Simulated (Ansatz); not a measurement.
Crystal: VBiO4.

```
Bi V O
1.0
    -2.56105    2.56105    5.79606
     2.56105   -2.56105    5.79606
     2.56105    2.56105   -5.79606
Bi V O
2 2 8
Direct
  0.75000 0.25000 0.50000
  0.00000 0.00000 0.00000
  0.25000 0.75000 0.50000
  0.50000 0.50000 0.00000
  0.43810 0.32910 0.60895
  0.57915 0.68810 0.60899
  0.72016 0.82915 0.39105
  0.07910 0.97016 0.39101
  0.67090 0.27984 0.10899
  0.02984 0.42085 0.10895
  0.31190 0.92090 0.89105
  0.17085 0.56190 0.89101
```

Measurements of this composition are mostly on another form, of space group No. 15.

| Item | Value |
| --- | --- |
| Program | Ansatz 0.2.0 |
| Task | relaxation of cell and atoms |
| Functional | BLYP |
| Potentials or basis | Ansatz PAW |
| Cutoff | 420 eV (not typed: the program's choice for these potentials) |
| k mesh | 7 × 7 × 7 |
| Occupations | fermi-dirac, width 0.05 eV |
| Spin | collinear spin, ferromagnetic start |
| Starting moments | [0.0, 0.0, 2.0, 2.0, 0.0, 0.0, 0.0, 0.0, 0.0, 0.0, 0.0, 0.0] μB |

At the start: volume 12.67 Å³/atom.

**Question.** Where does the relaxation end?

**Answer.** It ends after 10 steps and the volume is 13.56 Å³/atom (+7.0 %); space group I4_1/a (No. 88, to 0.05 Å); moment 0.00 μB per cell.

Step by step:
```csv
step,energy change (eV),largest force (eV/Å),volume (Å³)
1,0.0000,0.0539,152.07
2,0.0439,0.5776,170.59
3,-0.2004,0.1250,162.68
4,-0.2163,0.0301,161.92
5,-0.2183,0.0153,161.77
6,-0.2182,0.0003,161.81
7,-0.2804,0.0027,161.81
8,-0.2789,0.0025,162.52
9,-0.2782,0.0019,162.69
10,-0.2822,0.0021,162.69
```

Final structure:
```
Bi V O
1.0
    -2.60918    2.60918    5.97436
     2.60918   -2.60918    5.97436
     2.60918    2.60918   -5.97436
Bi V O
2 2 8
Direct
  0.75000 0.25000 0.50000
  0.00000 0.00000 0.00000
  0.25000 0.75000 0.50000
  0.50000 0.50000 0.00000
  0.43941 0.32886 0.61380
  0.57561 0.68941 0.61056
  0.71506 0.82561 0.38620
  0.07886 0.96506 0.38944
  0.67114 0.28494 0.11056
  0.03494 0.42439 0.11380
  0.31059 0.92114 0.88620
  0.17439 0.56059 0.88944
```

Caveat: the plane-wave basis is chosen anew once the cell has moved, so the energies of steps on either side of that aren't comparable; the pressure holds a Pulay correction of +0.7 GPa for the finite cutoff; the PAW data sets come from PBE, with cores solved anew for the run's functional, which leaves a small shift of forces and pressure; the starting moments weren't kept.
